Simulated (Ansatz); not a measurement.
# C6H12O3 (propylene glycol methyl ether acetate (PGMEA)) at 6 levels

Wanted: a comparison of 6 runs (HF/3-21G, HF/def2-SVP, wB97X/3-21G, PBE0/def2-SVP, MP2/6-31G*, MP2/6-31G**) of C6H12O3 (propylene glycol methyl ether acetate (PGMEA)). 

The calculation is run with Ansatz 0.2.0.

2 further runs of the same task are left out: 1 for a known fault of the program, 1 set aside as unsound or not needed.

## Step 1: The molecule

The species is C6H12O3 (21 atoms), meant as a singlet with charge 0. SMILES: `COCC(C)OC(C)=O`. The shape is that of a PBE0-D4/def2-TZVP optimisation. This is one conformer, not always the lowest.

Some bond lengths: C1–O2 1.400 Å, O2–C3 1.399 Å, C3–C4 1.514 Å, C4–C5 1.509 Å, C4–O6 1.437 Å, O6–C7 1.342 Å, C7–C8 1.498 Å, C7–O9 1.201 Å, C1–H10 1.099 Å, C1–H11 1.090 Å, C1–H12 1.099 Å, C3–H13 1.100 Å, C3–H14 1.102 Å, C4–H15 1.092 Å, C5–H16 1.093 Å, C5–H17 1.090 Å. Some angles: C1–O2–C3 112.5°, O2–C3–C4 108.2°, C3–C4–C5 113.2°, C3–C4–O6 104.7°, C5–C4–O6 110.5°, C4–O6–C7 117.0°, O6–C7–C8 110.8°, O6–C7–O9 124.0°, C8–C7–O9 125.3°, O2–C1–H10 111.5°.

## Step 2: Energy and forces at HF/3-21G (run 1)

The input, in.yaml:

```yaml
basis:
  gaussian:
    orbitals: 3-21G.json
crystal:
  periodic: [false, false, false]
  atoms:
    - {symbol: C, position_ang: [-1.731170, -2.453470, 1.833700]}
    - {symbol: O, position_ang: [-1.292600, -1.858810, 0.644060]}
    - {symbol: C, position_ang: [-0.538080, -0.702370, 0.870560]}
    - {symbol: C, position_ang: [-0.112060, -0.144300, -0.471040]}
    - {symbol: C, position_ang: [0.788760, -1.076400, -1.244270]}
    - {symbol: O, position_ang: [0.576860, 1.076600, -0.156840]}
    - {symbol: C, position_ang: [0.576270, 2.034290, -1.096230]}
    - {symbol: C, position_ang: [1.355220, 3.228900, -0.637360]}
    - {symbol: O, position_ang: [0.025320, 1.932110, -2.158440]}
    - {symbol: H, position_ang: [-2.373140, -1.773390, 2.410520]}
    - {symbol: H, position_ang: [-2.305490, -3.340330, 1.566020]}
    - {symbol: H, position_ang: [-0.885950, -2.753300, 2.468620]}
    - {symbol: H, position_ang: [-1.128830, 0.053340, 1.409380]}
    - {symbol: H, position_ang: [0.351420, -0.927220, 1.480500]}
    - {symbol: H, position_ang: [-0.997260, 0.099130, -1.062890]}
    - {symbol: H, position_ang: [1.705990, -1.271800, -0.682690]}
    - {symbol: H, position_ang: [1.046680, -0.644460, -2.211580]}
    - {symbol: H, position_ang: [0.274880, -2.024110, -1.409690]}
    - {symbol: H, position_ang: [0.987950, 3.569860, 0.331850]}
    - {symbol: H, position_ang: [1.271230, 4.023090, -1.374780]}
    - {symbol: H, position_ang: [2.404030, 2.952640, -0.509400]}
total_charge: 0
hamiltonian:
  xc: hf
accuracy: high
output:
  forces: true
  orbitals: {seedname: orbitals}
```

The basis set 3-21G is read from a file made from the Basis Set Exchange's data (not shown).

Launch:

```bash
$ ansatz run in.yaml --threads 1 --pin off --max-ram 3480MiB --events-out events.jsonl --progress --plain --runs-dir runs
```

What it wrote:

```text
Warning: RAYON_NUM_THREADS=1 ignored (pool sized by the plan → 1); use --threads N
[... 13 lines left out ...]
Total energy: -12414.85143876 eV, -456.2373752858 hartree
[... 21 lines left out ...]
Dipole moment:     0.176529    -0.002639     0.653796 e Å
```

It took 9.6 s on 1 thread of Arm Neoverse V1, shared host; peak memory 0.39 GiB.

## Step 3: Energy and gradient at HF/def2-SVP (run 2)

in.yaml: that of step 2 with these lines changed.

```diff
@@ -1,4 +1 @@
-basis:
-  gaussian:
-    orbitals: 3-21G.json
 crystal:
@@ -27,8 +24,6 @@
     - {symbol: H, position_ang: [2.404030, 2.952640, -0.509400]}
-total_charge: 0
-hamiltonian:
-  xc: hf
+basis:
+  gaussian: {orbitals: def2-SVP}
+hamiltonian: {xc: hf}
 accuracy: high
-output:
-  forces: true
-  orbitals: {seedname: orbitals}
+output: {forces: true, orbitals: {seedname: orbitals}}
```

Launch:

```bash
$ ansatz run in.yaml --threads 1 --pin off --max-ram 3480MiB --events-out events.jsonl --progress --plain --runs-dir runs
```

What it wrote:

```text
Warning: RAYON_NUM_THREADS=1 ignored (pool sized by the plan → 1); use --threads N
[... 13 lines left out ...]
Total energy: -12474.94857893 eV, -458.4459044518 hartree
[... 21 lines left out ...]
Dipole moment:     0.186499    -0.019035     0.652432 e Å
```

Wall time 49 s (1 thread of Arm Neoverse V1, shared host); peak memory 1.1 GiB.

Run 3 isn't shown in full; the table further down has it.

## Step 4: Energy and forces at PBE0/def2-SVP (run 4)

The input, input.yaml:

```yaml
crystal:
  periodic: [false, false, false]
  atoms:
    - symbol: C
      position_ang: [-1.731170, -2.453470, 1.833700]
    - symbol: O
      position_ang: [-1.292600, -1.858810, 0.644060]
    - symbol: C
      position_ang: [-0.538080, -0.702370, 0.870560]
    - symbol: C
      position_ang: [-0.112060, -0.144300, -0.471040]
    - symbol: C
      position_ang: [0.788760, -1.076400, -1.244270]
    - symbol: O
      position_ang: [0.576860, 1.076600, -0.156840]
    - symbol: C
      position_ang: [0.576270, 2.034290, -1.096230]
    - symbol: C
      position_ang: [1.355220, 3.228900, -0.637360]
    - symbol: O
      position_ang: [0.025320, 1.932110, -2.158440]
    - symbol: H
      position_ang: [-2.373140, -1.773390, 2.410520]
    - symbol: H
      position_ang: [-2.305490, -3.340330, 1.566020]
    - symbol: H
      position_ang: [-0.885950, -2.753300, 2.468620]
    - symbol: H
      position_ang: [-1.128830, 0.053340, 1.409380]
    - symbol: H
      position_ang: [0.351420, -0.927220, 1.480500]
    - symbol: H
      position_ang: [-0.997260, 0.099130, -1.062890]
    - symbol: H
      position_ang: [1.705990, -1.271800, -0.682690]
    - symbol: H
      position_ang: [1.046680, -0.644460, -2.211580]
    - symbol: H
      position_ang: [0.274880, -2.024110, -1.409690]
    - symbol: H
      position_ang: [0.987950, 3.569860, 0.331850]
    - symbol: H
      position_ang: [1.271230, 4.023090, -1.374780]
    - symbol: H
      position_ang: [2.404030, 2.952640, -0.509400]
basis:
  gaussian: {orbitals: def2-SVP}
hamiltonian: {xc: {name: PBE0}}
accuracy: high
output: {forces: true, orbitals: {seedname: orbitals}}
```

Launch:

```bash
$ ansatz run input.yaml --threads 1 --pin off --max-ram 3480MiB --events-out events.jsonl --progress --plain --runs-dir runs
```

What it wrote:

```text
Warning: RAYON_NUM_THREADS=1 ignored (pool sized by the plan → 1); use --threads N
[... 16 lines left out ...]
Total energy: -12535.61474214 eV, -460.6753448289 hartree
[... 21 lines left out ...]
Dipole moment:     0.158489    -0.051591     0.569935 e Å
```

It took 73 s on 1 thread of Arm Neoverse V1, shared host; peak memory 1.2 GiB.

Run 5 isn't shown in full; the table further down has it.

## Step 5: Energy and forces at MP2/6-31G(d,p) (spherical functions) (run 6)

The input, job.yaml:

```yaml
crystal:
  periodic: [false, false, false]
  atoms:
    - {symbol: C, position_ang: [-1.731170, -2.453470, 1.833700]}
    - {symbol: O, position_ang: [-1.292600, -1.858810, 0.644060]}
    - {symbol: C, position_ang: [-0.538080, -0.702370, 0.870560]}
    - {symbol: C, position_ang: [-0.112060, -0.144300, -0.471040]}
    - {symbol: C, position_ang: [0.788760, -1.076400, -1.244270]}
    - {symbol: O, position_ang: [0.576860, 1.076600, -0.156840]}
    - {symbol: C, position_ang: [0.576270, 2.034290, -1.096230]}
    - {symbol: C, position_ang: [1.355220, 3.228900, -0.637360]}
    - {symbol: O, position_ang: [0.025320, 1.932110, -2.158440]}
    - {symbol: H, position_ang: [-2.373140, -1.773390, 2.410520]}
    - {symbol: H, position_ang: [-2.305490, -3.340330, 1.566020]}
    - {symbol: H, position_ang: [-0.885950, -2.753300, 2.468620]}
    - {symbol: H, position_ang: [-1.128830, 0.053340, 1.409380]}
    - {symbol: H, position_ang: [0.351420, -0.927220, 1.480500]}
    - {symbol: H, position_ang: [-0.997260, 0.099130, -1.062890]}
    - {symbol: H, position_ang: [1.705990, -1.271800, -0.682690]}
    - {symbol: H, position_ang: [1.046680, -0.644460, -2.211580]}
    - {symbol: H, position_ang: [0.274880, -2.024110, -1.409690]}
    - {symbol: H, position_ang: [0.987950, 3.569860, 0.331850]}
    - {symbol: H, position_ang: [1.271230, 4.023090, -1.374780]}
    - {symbol: H, position_ang: [2.404030, 2.952640, -0.509400]}
basis:
  gaussian: {orbitals: 6-31G_st__st_-spherical.json}
correlation: {method: mp2, frozen_orbitals: {C: 1, H: 0, O: 1}}
accuracy: high
output: {forces: true, orbitals: {seedname: orbitals}}
```

The basis set 6-31G** is read from a file made from the Basis Set Exchange's data (not shown).

Launch:

```bash
$ ansatz run job.yaml --threads 1 --pin off --max-ram 3480MiB --events-out events.jsonl --progress --plain --runs-dir runs
```

What it wrote:

```text
Warning: RAYON_NUM_THREADS=1 ignored (pool sized by the plan → 1); use --threads N
[... 11 lines left out ...]
9 core orbitals not correlated: weight in the atoms' cores, before any rotation towards them, 1.000 or more for the frozen orbitals, at most 0.000 for the correlated occupied ones
[... 3 lines left out ...]
Total energy: -12521.91945161 eV, -460.1720521848 hartree
[... 21 lines left out ...]
Dipole moment:     0.145373    -0.047290     0.548848 e Å
```

Wall time 2.5 min (1 thread of Arm Neoverse V1, shared host); peak memory 1.5 GiB.

## Step 6: All runs side by side

```csv
run,level,frozen core orbitals,energy (Eh),dipole moment (D),HOMO energy (eV),LUMO energy (eV),wall time
1,HF/3-21G,–,-456.237375,3.25,-11.34,5.20,9.6 s
2,HF/def2-SVP,–,-458.445904,3.26,-11.70,4.70,49 s
3,wB97X/3-21G,–,-458.878809,2.87,-9.49,3.29,87 s
4,PBE0/def2-SVP,–,-460.675345,2.85,-7.52,0.57,73 s
5,MP2/6-31G* (spherical functions),9,-460.075904,2.79,-11.60,5.17,85 s
6,MP2/6-31G** (spherical functions),9,-460.172052,2.74,-11.57,5.18,2.5 min
```

## Step 7: Summary of results

| quantity | value |
| --- | --- |
| run 6: total energy | -460.17205 Eh |
| run 6: dipole moment (correlated density) | 2.74 D |
| run 6: HOMO energy (Hartree–Fock orbitals) | -11.57 eV |
| run 6: LUMO energy (Hartree–Fock orbitals) | 5.18 eV |
| run 6: HOMO–LUMO gap (Hartree–Fock orbitals) | 16.75 eV |
| run 6: correlation energy (9 core orbitals frozen) | -1366.3 mEh |
| run 6: largest force on an atom | 1.822 eV/Å |

What this shows: The dipole moment (its size) runs from 2.74 D (MP2/6-31G**) to 3.26 D (HF/def2-SVP). The two ends differ in method and basis. Over runs 1, 2, 3, 4 the HOMO–LUMO gap runs from 8.09 eV (PBE0/def2-SVP) to 16.54 eV (HF/3-21G). Totals of different functionals can't be ranked against each other. All runs together took 7.6 min, the longest 2.5 min.
